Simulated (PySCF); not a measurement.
**From one method to the next for WO2²⁺**

Starting from one script, swap the method and compare what comes out for WO2²⁺.

Method: method and basis as typed in the scripts; program: PySCF 2.14.0.

5 further runs of the same task are left out: 1 for a known fault of the program, 4 that didn't finish.

**1. The system as given**

WO2²⁺: 3 atoms, charge 2, spin multiplicity 1.

Bond lengths: W1–O2 1.779 Å, W1–O3 1.779 Å, O2–O3 1.441 Å. Angles: O2–W1–O3 47.8°, W1–O2–O3 66.1°, W1–O3–O2 66.1°.

Geometry (Å):

```csv
atom,x (Å),y (Å),z (Å)
W1,0.0000,0.0000,-0.2409
O2,0.7207,0.0000,1.3852
O3,-0.7207,0.0000,1.3852
```

**2. The run that the others are compared with**

Input file input.py:

```python
from pyscf import gto, scf
from pyscf.hessian import thermo

mol = gto.M(
    atom='W 0 0 -0.2409; O 0.7207 0 1.3852; O -0.7207 0 1.3852',
    basis='sbkjc',
    ecp={'W': 'sbkjc', 'O': 'sbkjc'},
    charge=2,
    spin=0,
    symmetry=True,
    verbose=4,
)
mf = scf.UHF(mol)
mf.level_shift = 0.3
mf.kernel()
hess = mf.Hessian().kernel()
print('wavenumber (cm^-1) =', thermo.harmonic_analysis(mol, hess)['freq_wavenumber'].round(1))
mf.dip_moment()
print('orbital energies (hartree):', [e[max(0, n-3):n+3].round(4) for e, n in zip(mf.mo_energy, mol.nelec)])
```

The run is started by

```
> OMP_NUM_THREADS=1 python input.py
```

**3. Polarisability**

Run 1 changes step after the SCF: frequency → polarizability.

input.py: that of step 2 with these lines changed.

```diff
@@ -1,3 +1,3 @@
 from pyscf import gto, scf
-from pyscf.hessian import thermo
+from pyscf.prop.polarizability import uhf as pol
 
@@ -15,4 +15,4 @@
 mf.kernel()
-hess = mf.Hessian().kernel()
-print('wavenumber (cm^-1) =', thermo.harmonic_analysis(mol, hess)['freq_wavenumber'].round(1))
+print('polarizability (a.u.)')
+print(pol.Polarizability(mf).polarizability().round(4))
 mf.dip_moment()
```

**4. MP2**

Run 2 changes step after the SCF: frequency → mp2.

input.py: that of step 2 with these lines changed.

```diff
@@ -1,3 +1,2 @@
-from pyscf import gto, scf
-from pyscf.hessian import thermo
+from pyscf import gto, scf, mp
 
@@ -15,4 +14,3 @@
 mf.kernel()
-hess = mf.Hessian().kernel()
-print('wavenumber (cm^-1) =', thermo.harmonic_analysis(mol, hess)['freq_wavenumber'].round(1))
+mp.MP2(mf).kernel()
 mf.dip_moment()
```

Before running it: what results should come out? Wanted: for each run, E(SCF); from base; gap; after the SCF.

As calculated:

```csv
run,E(SCF) (hartree),from base (eV),cycles,gap (eV),after the SCF
base,-97.300475,0,20,11.14,highest mode 1128 cm⁻¹
polarisability,-97.300475,0.0000,20,11.14,n/a
MP2,-97.300475,0.0000,20,11.14,MP2 correlation -12.260 eV
```

What this shows: Total energies from different bases, Hamiltonians or methods carry different errors, so properties are taken as differences within one set-up.
